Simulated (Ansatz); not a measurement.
**TiHO+ (quintet): from Hartree-Fock to the top rungs, def2-TZVPP**

An exercise on one series of results from a longer session: the logs are not shown, and one member is left open.

Method: def2-TZVPP, core rule «outside noble gas», up to 10 orbitals frozen; program: Ansatz 0.2.0, Gaussian basis.

Plan: UHF; ROHF; CCSD(T) on UHF.

**The system**

The geometry is a PBE0/def2-TZVP stationary point (not a proven minimum) of the parent state, kept for this charge and spin.

3 atoms, charge 1, spin multiplicity 5.

Atoms are counted from 1 here; the program's logs count them from 0.

Bond lengths: Ti1–O2 1.702 Å, Ti1–H3 1.852 Å. Angles: O2–Ti1–H3 180.0°.

The first run:

Input file in.yaml:

```yaml
crystal:
  periodic: [false, false, false]
  atoms:
    - {symbol: Ti, position_ang: [0.000000, 0.000000, -0.050233]}
    - {symbol: O, position_ang: [0.000000, 0.000000, -1.751733]}
    - {symbol: H, position_ang: [0.000000, 0.000000, 1.801967]}
basis:
  gaussian: {orbitals: def2-TZVPP}
total_charge: 1
magnetization: {spin_polarized: true, initial_magnetization: 4}
hamiltonian: {xc: hf}
output: {orbitals: {seedname: orbitals}}
```

The run is started by

```console
ansatz run in.yaml --threads 1 --pin off --events-out ev --progress --plain --max-ram 2816MiB --backend cpu
```

Steps of the session up to this table: UHF; ROHF; CCSD(T) on UHF.

One table of the session follows, with a row left open; its other results are not shown here.

It belongs to the step «Misses and costs». 

| method | from UCCSD(T) (kJ/mol) |
| --- | --- |
| ROHF | ? |
| UHF | +675.5 |
| UMP2 | +70.5 |
| UCCSD | +27.9 |
| UCCSD(T) | 0 |

Q: Estimate the row for ROHF from the others.

**Answer.** from UCCSD(T) (kJ/mol): +697.6. In the column «from UCCSD(T) (kJ/mol)» it is the highest.
